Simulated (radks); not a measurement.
# Pd⁴⁺ in [Kr] 4d6: an all-electron calculation

An exercise on one series of results from a longer session: the logs are not shown, and one member is left open.

Program: radks (a radial shooting solver on a logarithmic mesh, Libxc functionals) version 1. Level of theory: Dirac Kohn-Sham, BLYP, spin-unpolarised, spherical densities, point nucleus; open shells are shared between the two j in proportion to 2j + 1. These are calculated values, not measurements, unless marked.

## The atom as given

```
element       : palladium (Z = 46)
charge        : +4
electrons     : 42
configuration : [Kr] 4d6
```

The outer shells:

Pd⁴⁺
```
[Kr] core
4d [↑↓][↑ ][↑ ][↑ ][↑ ]
```

Set-up of the first run:

Input:

```text
Z 46
configuration [Kr] 4d6
relativity Dirac
functional b88,lyp
spin unpolarised
j_filling average
nucleus point
c 137.035999084
```

Started as:

```console
$ python run_ks.py task.json out
```

This one command runs every case of the session in turn.

One table of the session follows, with a row left open; its other results are not shown here.

It belongs to the step «Shells». From the orbitals of this run (lengths in bohr):

| level | <r> | outermost maximum (interpolated) | 90 % within | nodes |
| --- | --- | --- | --- | --- |
| 1s1/2 | 0.03185 | 0.0207 | 0.0571 | 0 |
| 2s1/2 | ? | ? | ? | ? |
| 2p1/2 | 0.1171 | 0.0905 | 0.192 | 0 |
| 2p3/2 | 0.1221 | 0.0947 | 0.198 | 0 |
| 3s1/2 | 0.3791 | 0.342 | 0.559 | 2 |
| 3p1/2 | 0.3712 | 0.328 | 0.560 | 1 |
| 3p3/2 | 0.3820 | 0.338 | 0.575 | 1 |
| 3d3/2 | 0.3554 | 0.280 | 0.564 | 0 |
| 3d5/2 | 0.3589 | 0.283 | 0.569 | 0 |
| 4s1/2 | 0.9316 | 0.847 | 1.35 | 3 |
| 4p1/2 | 0.9937 | 0.885 | 1.46 | 2 |
| 4p3/2 | 1.021 | 0.909 | 1.50 | 2 |
| 4d3/2 | 1.247 | 1.03 | 1.91 | 1 |
| 4d5/2 | 1.259 | 1.04 | 1.93 | 1 |

**Question.** Estimate the row for 2s1/2.

**Answer.** <r>: 0.1380; outermost maximum (interpolated): 0.117; 90 % within: 0.214; nodes: 1. In the column «<r>» it lies between 2p3/2 (0.1221) and 3d3/2 (0.3554).

Limits of these values: Spin polarisation and multiplet splitting are left out.
